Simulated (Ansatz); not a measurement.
NaLaMnMoO6: band structure with PBE

NaLaMnMoO6:

```
Na La Mn Mo O
1.0
     5.55735    0.00000    0.00053
     0.00000    5.59794    0.00000
    -0.06290    0.00000    8.02462
Na La Mn Mo O
2 2 2 2 12
Direct
  0.75008 0.51572 0.49924
  0.24992 0.01572 0.50076
  0.25715 0.95896 0.99937
  0.74285 0.45896 0.00063
  0.24767 0.48762 0.25607
  0.75233 0.98762 0.74393
  0.75559 0.99666 0.27090
  0.24441 0.49666 0.72910
  0.67335 0.97830 0.49061
  0.03402 0.81017 0.27726
  0.93353 0.28910 0.28026
  0.47817 0.20966 0.19922
  0.54435 0.73563 0.20079
  0.82956 0.01818 0.00392
  0.32665 0.47830 0.50939
  0.96598 0.31017 0.72274
  0.06647 0.78910 0.71974
  0.52183 0.70966 0.80078
  0.45565 0.23563 0.79921
  0.17044 0.51818 0.99608
```

The cell was built by a generator and needn't be a form met in nature.

| Quantity | Value |
| --- | --- |
| Program | Ansatz 0.2.0 |
| Task | band structure |
| Functional | PBE |
| Potentials or basis | Ansatz PAW |
| Cutoff | 420 eV (not typed: the program's choice for these potentials) |
| k mesh | 5 × 5 × 4 |
| Occupations | fermi-dirac, width 0.05 eV |
| Spin | collinear spin, ferromagnetic start |
| Starting moments | [0.0, 0.0, 0.0, 0.0, 4.0, 4.0, 1.0, 1.0, 0.0, 0.0, 0.0, 0.0, 0.0, 0.0, 0.0, 0.0, 0.0, 0.0, 0.0, 0.0] μB |
| Path | [["G", "Y", "H", "C", "E", "M1", "A", "X", "H1"], ["M", "D", "Z"], ["Y", "D"]] |
| Points for each segment of the path | 10 |

```
Pressure                : 0.0 GPa
Largest force           : 0.019 eV/Å
Band gap on the k mesh  : 0.12 eV, indirect (least direct gap 0.16 eV)
Band gap along the path : 0.12 eV, indirect (least direct gap 0.16 eV)
Net moment              : 9.97 μB per cell
Absolute moment         : 10.04 μB per cell
Site moments            : Na +0.00; La +0.01; Mn +3.79; Mo +0.19; O +0.02, +0.04, +0.03, +0.06 μB
```

Forces on the atoms (eV/Å):
```
Na   0.001  0.001  0.000
Na  -0.001  0.001  0.000
La   0.005  0.002  0.000
La  -0.005  0.002  0.000
Mn   0.001  0.006 -0.001
Mn  -0.001  0.006  0.001
Mo  -0.014  0.013  0.001
Mo   0.014  0.013 -0.001
O    0.004 -0.004  0.004
O    0.006 -0.008 -0.001
O    0.006 -0.001 -0.002
O   -0.001  0.000  0.001
O    0.000 -0.007 -0.001
O    0.001 -0.002 -0.006
O   -0.004 -0.004 -0.004
O   -0.006 -0.008  0.001
O   -0.006 -0.001  0.002
O    0.001  0.000 -0.001
O    0.000 -0.007  0.001
O   -0.001 -0.002  0.006
```

Levels at the corners of the path, in eV from the valence-band top:
Spin up:
| point | band 88 | band 89 | band 90 | band 91 | band 92 | band 93 |
| --- | --- | --- | --- | --- | --- | --- |
| Γ | -1.07 | -0.89 | -0.44 | 0.55 | 0.79 | 0.80 |
| Y | -1.04 | -0.44 | -0.04 | 0.63 | 0.67 | 0.76 |
| H | -0.56 | -0.33 | -0.03 | 0.45 | 0.52 | 0.64 |
| C | -0.56 | -0.33 | -0.03 | 0.45 | 0.52 | 0.64 |
| E | -0.70 | -0.40 | -0.40 | 0.66 | 0.66 | 0.76 |
| M1 | -0.70 | -0.40 | -0.40 | 0.66 | 0.66 | 0.76 |
| A | -0.95 | -0.46 | -0.46 | 0.66 | 0.66 | 0.73 |
| X | -0.56 | -0.49 | -0.42 | 0.42 | 0.61 | 0.63 |
| H1 | -0.56 | -0.33 | -0.03 | 0.45 | 0.52 | 0.64 |
| M | -0.70 | -0.40 | -0.40 | 0.66 | 0.66 | 0.76 |
| D | -0.52 | -0.21 | -0.21 | 0.55 | 0.55 | 0.74 |
| Z | -0.67 | -0.37 | -0.37 | 0.56 | 0.56 | 0.74 |
| Y | -1.04 | -0.44 | -0.04 | 0.63 | 0.67 | 0.76 |
| D | -0.52 | -0.21 | -0.21 | 0.55 | 0.55 | 0.74 |
Spin down:
```
point  band 77  band 78  band 79  band 80  band 81  band 82  band 83  band 84
    Γ    -2.70    -2.52    -2.51    -2.49     0.12     0.22     0.30     0.33
    Y    -2.68    -2.53    -2.49    -2.46     0.13     0.24     0.58     0.58
    H    -2.83    -2.69    -2.53    -2.31     0.56     0.60     0.65     0.70
    C    -2.83    -2.69    -2.53    -2.31     0.56     0.60     0.65     0.70
    E    -2.82    -2.82    -2.54    -2.54     0.55     0.55     0.86     0.86
   M1    -2.82    -2.82    -2.54    -2.54     0.55     0.55     0.86     0.86
    A    -2.83    -2.83    -2.47    -2.47     0.27     0.27     0.89     0.89
    X    -2.89    -2.71    -2.53    -2.34     0.45     0.47     0.67     0.74
   H1    -2.83    -2.69    -2.53    -2.31     0.56     0.60     0.65     0.70
    M    -2.82    -2.82    -2.54    -2.54     0.55     0.55     0.86     0.86
    D    -2.82    -2.82    -2.54    -2.54     0.67     0.67     0.75     0.75
    Z    -2.89    -2.89    -2.54    -2.54     0.55     0.55     0.77     0.77
    Y    -2.68    -2.53    -2.49    -2.46     0.13     0.24     0.58     0.58
    D    -2.82    -2.82    -2.54    -2.54     0.67     0.67     0.75     0.75
```

It took 2.5 min on 8 threads of Arm Neoverse V2 (shared host), peak memory 4.3 GiB.

Caveat: the magnetic or orbital state may not be the lowest; the pressure holds a Pulay correction of +0.6 GPa for the finite cutoff; spin-orbit coupling is left out, which moves the levels of the heavy elements; only a ferromagnetic start was run, and an antiferromagnetic order may lie lower in energy. A hybrid or GW would open this gap; PBE tends to underestimate it.
